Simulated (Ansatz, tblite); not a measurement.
# Si11H18 ring sphere (Si₁₁H₁₈): a ladder of methods and basis sets

One table from this session's results is given with a row withheld; the runs are named, their logs left out.

Method: as each input shows; program: Ansatz 0.2.0, Gaussian basis.

The runs, in order: GFN1-xTB, GFN2-xTB, PBE-D4/def2-TZVP, r2SCAN-D4/def2-TZVP, BHLYP-D4/def2-TZVP, r2SCANh-D4/def2-TZVP, BLYP-D4/def2-TZVP, PBE-D4/def2-SVP, PBE0-D4/def2-SVP, HF/STO-3G, CCSD(T)/def2-SVP, MP2/def2-TZVP, RPA/def2-TZVP.

### The structure

The geometry is that of the singlet, from an earlier relaxation (PBE-D4/def2-SVP).

29 atoms, charge 0, spin multiplicity 1.

Bond lengths: Si1–Si2 2.355 Å, Si1–Si7 2.354 Å, Si1–H12 1.509 Å, Si1–H13 1.509 Å, Si2–Si4 2.368 Å, Si2–Si5 2.355 Å, Si2–H14 1.510 Å, Si3–Si4 2.353 Å, Si3–Si8 2.354 Å, Si3–H15 1.509 Å, Si3–H16 1.509 Å, Si4–Si6 2.353 Å, Si4–H17 1.512 Å, Si5–Si10 2.354 Å, Si5–H18 1.509 Å, Si5–H19 1.509 Å, Si6–Si11 2.354 Å, Si6–H20 1.509 Å and more. Angles: Si2–Si1–Si7 108.9°, Si2–Si1–H12 110.4°, Si2–Si1–H13 109.5°, Si7–Si1–H12 109.7°, Si7–Si1–H13 109.9°, H12–Si1–H13 108.4°, Si1–Si2–Si4 110.9°, Si1–Si2–Si5 107.5°, Si1–Si2–H14 109.5°, Si4–Si2–Si5 110.9°, Si4–Si2–H14 108.4°, Si5–Si2–H14 109.5°, Si4–Si3–Si8 112.5°, Si4–Si3–H15 108.7°, Si4–Si3–H16 109.3°, Si8–Si3–H15 108.3°, Si8–Si3–H16 109.7°, H15–Si3–H16 108.3° and more.

As a file:

```
Si    0.1037   -2.1330   -1.9168
Si   -1.7844   -1.0310   -1.0417
Si    0.1648   -2.1333    2.1523
Si   -1.7202   -0.9940    1.3254
Si   -1.7962    1.1554   -1.9161
Si   -1.7675    1.2084    2.1516
Si    2.0464   -1.0828   -1.1009
Si    2.1789   -1.3158    1.2482
Si    2.0627    1.1920   -1.7068
Si    0.0840    2.3137   -1.1002
Si   -0.0516    2.5437    1.2491
H     0.1010   -3.5858   -1.5087
H     0.0757   -2.0617   -3.4237
H    -3.0376   -1.7549   -1.4741
H     0.0425   -3.5935    1.7926
H     0.1980   -2.0179    3.6568
H    -2.9529   -1.7068    1.8325
H    -1.7489    1.0962   -3.4231
H    -3.0561    1.8784   -1.5074
H    -3.0930    1.8316    1.7897
H    -1.6530    1.1801    3.6562
H     3.2630   -1.7361   -1.7146
H     3.2896   -2.2798    1.5854
H     2.5134    0.0104    1.8821
H     2.2425    1.2960   -3.2021
H     3.2362    1.8697   -1.0425
H     0.1253    3.6943   -1.7132
H     1.2638    2.1688    1.8830
H    -0.3300    3.9876    1.5872
```

PBE0-D4/def2-TZVP was run before; its log isn't repeated, and its numbers join the tables.

The first run:

Tight binding, by tblite at 300 K electronic temperature and without a spin-polarisation term:

```python
tblite.interface.Calculator('GFN1-xTB', numbers, positions, charge=0, uhf=0).singlepoint()
```

Tight binding, by tblite at 300 K electronic temperature and without a spin-polarisation term:

```python
tblite.interface.Calculator('GFN2-xTB', numbers, positions, charge=0, uhf=0).singlepoint()
```

start.molden holds the orbitals of an earlier run on this state, given as this run's starting guess.

The input, in.yaml:

```yaml
crystal:
  periodic: [false, false, false]
  atoms:
    - {symbol: Si, position_ang: [0.103710, -2.133048, -1.916806]}
    - {symbol: Si, position_ang: [-1.784406, -1.031015, -1.041739]}
    - {symbol: Si, position_ang: [0.164798, -2.133291, 2.152333]}
    - {symbol: Si, position_ang: [-1.720188, -0.993953, 1.325373]}
    - {symbol: Si, position_ang: [-1.796249, 1.155439, -1.916146]}
    - {symbol: Si, position_ang: [-1.767453, 1.208357, 2.151644]}
    - {symbol: Si, position_ang: [2.046358, -1.082787, -1.100878]}
    - {symbol: Si, position_ang: [2.178867, -1.315806, 1.248199]}
    - {symbol: Si, position_ang: [2.062723, 1.191955, -1.706816]}
    - {symbol: Si, position_ang: [0.083995, 2.313741, -1.100173]}
    - {symbol: Si, position_ang: [-0.051584, 2.543744, 1.249081]}
    - {symbol: H, position_ang: [0.100991, -3.585761, -1.508699]}
    - {symbol: H, position_ang: [0.075717, -2.061740, -3.423687]}
    - {symbol: H, position_ang: [-3.037646, -1.754915, -1.474132]}
    - {symbol: H, position_ang: [0.042463, -3.593510, 1.792601]}
    - {symbol: H, position_ang: [0.198040, -2.017899, 3.656761]}
    - {symbol: H, position_ang: [-2.952943, -1.706777, 1.832504]}
    - {symbol: H, position_ang: [-1.748918, 1.096161, -3.423066]}
    - {symbol: H, position_ang: [-3.056064, 1.878447, -1.507402]}
    - {symbol: H, position_ang: [-3.093028, 1.831610, 1.789712]}
    - {symbol: H, position_ang: [-1.652968, 1.180130, 3.656238]}
    - {symbol: H, position_ang: [3.262989, -1.736121, -1.714575]}
    - {symbol: H, position_ang: [3.289561, -2.279817, 1.585381]}
    - {symbol: H, position_ang: [2.513394, 0.010420, 1.882067]}
    - {symbol: H, position_ang: [2.242538, 1.296013, -3.202143]}
    - {symbol: H, position_ang: [3.236171, 1.869651, -1.042529]}
    - {symbol: H, position_ang: [0.125340, 3.694348, -1.713244]}
    - {symbol: H, position_ang: [1.263771, 2.168775, 1.882974]}
    - {symbol: H, position_ang: [-0.329950, 3.987648, 1.587157]}
basis:
  gaussian: {orbitals: def2-TZVP, fitting: {mean_field: def2-universal-jkfit}, initial_orbitals: start.molden}
hamiltonian: {xc: pbe, dispersion: d4}
scf: {omitted_lower_state_checks: [starts]}
output: {orbitals: {seedname: orbitals}}
```

Started as:

```sh
ansatz run in.yaml --threads 2 --pin off --events-out ev --progress --plain --max-ram 22528MiB --backend cuda --devices 0, --max-vram 18GiB
```

Among the steps run: PBE-D4/def2-TZVP; r2SCAN-D4/def2-TZVP; BHLYP-D4/def2-TZVP; r2SCANh-D4/def2-TZVP; BLYP-D4/def2-TZVP; PBE-D4/def2-SVP; PBE0-D4/def2-SVP; HF/STO-3G; CCSD(T)/def2-SVP; MP2/def2-TZVP; RPA/def2-TZVP.

One of the session's tables, all rows but one given; the rest of the session is left out.

It belongs to the step «Binding energy». 

```
              method  binding an atom (eV)
           HF/STO-3G                 3.578
         HF/def2-SVP                 2.349
        HF/def2-TZVP                 2.369
     PBE-D4/def2-SVP                 3.156
    PBE-D4/def2-TZVP                     ?
   BLYP-D4/def2-TZVP                 3.109
 r2SCAN-D4/def2-TZVP                 3.182
r2SCANh-D4/def2-TZVP                 3.175
    PBE0-D4/def2-SVP                 3.154
   PBE0-D4/def2-TZVP                 3.161
  BHLYP-D4/def2-TZVP                 3.139
        MP2/def2-SVP                 2.911
       MP2/def2-TZVP                 2.999
       CCSD/def2-SVP                 2.897
    CCSD(T)/def2-SVP                 2.933
```

**Question.** Estimate the row for PBE-D4/def2-TZVP.

**Answer.** binding an atom (eV): 3.157. In the column «binding an atom (eV)» it lies between PBE-D4/def2-SVP (3.156) and PBE0-D4/def2-TZVP (3.161).

Limits of these values: Free atoms were run apart at each level; binding is atoms less cluster, divided by the number of atoms, without zero-point or spin-orbit terms.
